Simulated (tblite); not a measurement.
# C5H7ClO2Si: the cost of one run

The runs use tblite 0.8.0 and PySCF 2.14.0, with density-fitted response routines of our own; the level of theory stands in each step. All values are computed, except where a source is named. Atoms are numbered from 0 throughout.

## 1. The starting structure

16 atoms, charge 0, multiplicity 1; geometry from: force field or distance geometry start.

Bonds of the start (Å): O0–C1 1.19, C1–C2 1.28, C2–C3 1.48, C3–O4 1.21, C2–C5 1.54, C5–Si6 1.90, C5–C7 1.54, C7–Cl8 1.78, C3–H9 1.11, C5–H10 1.10, Si6–H11 1.48, Si6–H12 1.47, Si6–H13 1.49, C7–H14 1.09, C7–H15 1.10.

## 2. Geometry optimisation with GFN2-xTB

Job settings and geometry (Å):

```
{"job": {"kind": "relax", "xc": "GFN2-xTB", "basis": "xTB"}, "charge": 0, "multiplicity": 1}
O      1.638500    -0.912800     2.920700
C      1.265200    -0.658200     1.821400
C      0.879300    -0.408100     0.624500
C      1.746400    -0.878200    -0.476400
O      1.451900    -0.756600    -1.641500
C     -0.411300     0.356900     0.299400
Si    -1.783000    -0.768800    -0.386200
C     -0.185800     1.611600    -0.568900
Cl     0.946000     2.749700     0.198500
H      2.679100    -1.382600    -0.150700
H     -0.824300     0.711800     1.255300
H     -3.062900    -0.016300    -0.399600
H     -1.481200    -1.226100    -1.747800
H     -1.925500    -1.950400     0.507100
H      0.194900     1.383900    -1.566500
H     -1.134900     2.153300    -0.700800
```

Launch:

```sh
> OMP_NUM_THREADS=1 python probes_run.py task.json out
```

The driver reads the jobs from task.json and runs them one after another.

**Question.** How long does this first job take on 1 thread of Intel Xeon Platinum 8259CL at 2.50GHz, shared host, and how much memory does it need?

About 1.7 s, with a peak of 0.18 GiB.
